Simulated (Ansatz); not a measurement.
**GaF: projected density of states with PBEsol**

The system is GaF.

```
Ga F
1.0
     3.16592    0.00000    0.00000
     0.00000    3.16592    0.00000
     0.00000    0.00000    3.16592
Ga F
1 1
Direct
  0.00000 0.00000 0.00000
  0.50000 0.50000 0.50000
```

The cell was built by a generator and needn't be a form met in nature.

```json
{
  "Program": "Ansatz 0.2.0",
  "Task": "projected density of states",
  "Functional": "PBEsol",
  "Potentials or basis": "Ansatz PAW",
  "Cutoff": "420 eV (not typed: the program's choice for these potentials)",
  "k mesh": "5 × 5 × 5",
  "Occupations": "fermi-dirac, width 0.05 eV",
  "Spin": "no spin polarisation"
}
```

```
Pressure               : -3.9 GPa
Band gap on the k mesh : 2.28 eV, indirect (least direct gap 2.75 eV)
```

Levels at points of the mesh, in eV from the valence-band top:
```csv
k point,band 6,band 7,band 8,band 9,band 10,band 11,band 12,band 13,band 14,band 15
"(0.00, 0.00, 0.00)",-13.10,-5.08,-2.43,-2.43,-2.43,9.32,9.32,9.32,10.64,10.64
```

States per cell in windows of 1 eV (zero at the valence-band top; states under -8 eV left out):
```csv
from (eV),total,F 2p,Ga 4p,Ga 4s,F 2s
-8.0,0.00,0.00,0.00,0.00,0.00
-7.0,0.00,0.00,0.00,0.00,0.00
-6.0,0.94,0.32,0.12,0.48,0.02
-5.0,0.80,0.41,0.16,0.22,0.01
-4.0,1.45,1.19,0.23,0.02,0.00
-3.0,2.82,2.67,0.12,0.00,0.00
-2.0,0.28,0.17,0.02,0.08,0.00
-1.0,1.64,0.74,0.08,0.80,0.01
0.0,0.06,0.02,0.00,0.04,0.00
1.0,0.02,0.00,0.02,0.00,0.00
2.0,0.21,0.02,0.15,0.01,0.01
3.0,1.01,0.13,0.79,0.05,0.03
4.0,1.07,0.12,0.86,0.05,0.01
5.0,0.79,0.06,0.65,0.05,0.01
6.0,0.54,0.03,0.45,0.04,0.00
7.0,0.67,0.03,0.56,0.05,0.00
```

It took 0.76 s on 2 threads of Arm Neoverse V2, on a shared host, peak memory 0.26 GiB.

Caveat: odd divisions of the mesh miss points on the zone boundary, where band edges often lie, so the gap on the mesh can be too wide; the pressure holds a Pulay correction of +0.5 GPa for the finite cutoff; the PAW data sets come from PBE, with cores solved anew for the run's functional, which leaves a small shift of forces and pressure; the density of states is complete only up to the lowest level of the last band computed. A k mesh can miss the band edges.
